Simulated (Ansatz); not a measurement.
# Ca3Si2N: the cost of one run

Method: DFT PBE, scalar-relativistic, plane waves, PAW, in Ansatz 0.2.0.

**1. Starting point**

Symmetry: Fmmm, No. 69, orthorhombic system. The conventional cell has a = 5.130 Å, b = 8.844 Å, c = 10.016 Å, α = 90.00°, β = 90.00°, γ = 90.00°. Ca (site symmetry m2m) has 1 N at 1.49 Å as nearest neighbours. Ca (site symmetry mmm) is surrounded by 2 N at 2.56 Å and 4 Si at 2.81 Å and 6 Ca at 2.93 to 2.97 Å. Si (site symmetry 2/m) has 2 Si at 2.56 Å and 2 Ca at 2.81 Å and 2 N at 2.81 Å as nearest neighbours. Around N (site symmetry mmm) lie 2 Ca at 1.49 Å.

Structure file:

```
CELL_PARAMETERS angstrom
0.00000 4.42193 5.00792
2.56489 0.00000 5.00792
2.56489 4.42193 0.00000
ATOMIC_POSITIONS crystal
Ca 0.66896 0.33104 0.66896
Ca 0.33104 0.66896 0.33104
Ca 0.00000 0.00000 0.00000
Si 0.00000 0.50000 0.00000
Si 0.50000 0.00000 0.50000
N 0.50000 0.50000 0.50000
```

Recipe of the guess: random cell by space group and Wyckoff sites (Fmmm, No. 69). Lengths come from tabulated atomic sizes and are only a guess.

**2. Probe: one point on a coarse mesh**

input.yaml

```yaml
crystal:
  lattice:
    - [0.0, 4.421933, 5.00791822]
    - [2.56488875, 0.0, 5.00791822]
    - [2.56488875, 4.421933, 0.0]
  atoms:
    - { symbol: Ca, position: [0.66896438, 0.33103562, 0.66896438] }
    - { symbol: Ca, position: [0.33103562, 0.66896438, 0.33103562] }
    - { symbol: Ca, position: [0.0, 0.0, 0.0] }
    - { symbol: Si, position: [0.0, 0.5, 0.0] }
    - { symbol: Si, position: [0.5, 0.0, 0.5] }
    - { symbol: "N", position: [0.5, 0.5, 0.5] }
basis:
  ecutwfc: 420
kpoints:
  mp_grid: { grid: [4, 4, 4] }
hamiltonian:
  xc: pbe
scf:
  occupations: { method: gaussian, width: 0.1 }
  lower_state_search: "off"
output:
  forces: true
  stress: true
  eigenvalues: true
```

Started as:

```sh
> ansatz run input.yaml --threads 1 --pin off --max-ram 2560MiB --backend cpu --events-out ev --progress --plain --runs-dir out
```

What time and memory should one allow on 1 thread of Intel Xeon at 2.50GHz (Skylake/Cascade Lake), shared host?

About 7.2 s, with a peak of 0.4 GiB.
